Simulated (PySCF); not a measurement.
# CH2CaFOS (OS ... Ca ... CH2F): the cost of one run

Computed with PySCF 2.14.0 and routines of our own; the level stands in each step. Atoms count from 0.

### Step 1. The starting structure

7 atoms, charge 0, high-spin multiplicity 4; geometry from: GFN2-xTB fragments, placed rigidly.

The system (radical pair across a spacer): OS···Ca···CH2F. The radical centres are 8.26 Å apart, edge to face; the spin sites are atoms 0, 1 (2 unpaired) and atoms 2, 3, 4, 5 (1 unpaired).

### Step 2. Magnetic exchange: CASSCF and SC-NEVPT2/def2-SVP (3,3)

What the job is given:

```
{"job": {"kind": "cas", "basis": "def2-SVP", "active": "magnetic", "zfs": false}, "charge": 0, "high_spin_multiplicity": 4, "spin_sites": [[[0, 1], 2], [[2, 3, 4, 5], 1]]}
S      0.185500    -0.041900    -5.398200
O     -1.281600    -0.041900    -5.398200
C      0.185500    -0.041900     2.863300
F      0.236900     0.051700     4.191100
H      1.071100    -0.419500     2.394300
H     -0.582800     0.535400     2.390300
Ca     0.185500    -0.041900    -1.042700
```

Method: CASSCF and SC-NEVPT2/def2-SVP spin states, gas phase.

Run with:

```console
$ OMP_NUM_THREADS=1 python exch_run.py task.json out
```

The driver reads the jobs from task.json and runs them one after another.

**Question.** How long does this run take on 1 thread of Arm Neoverse N1, shared host?

About 6.4 s.
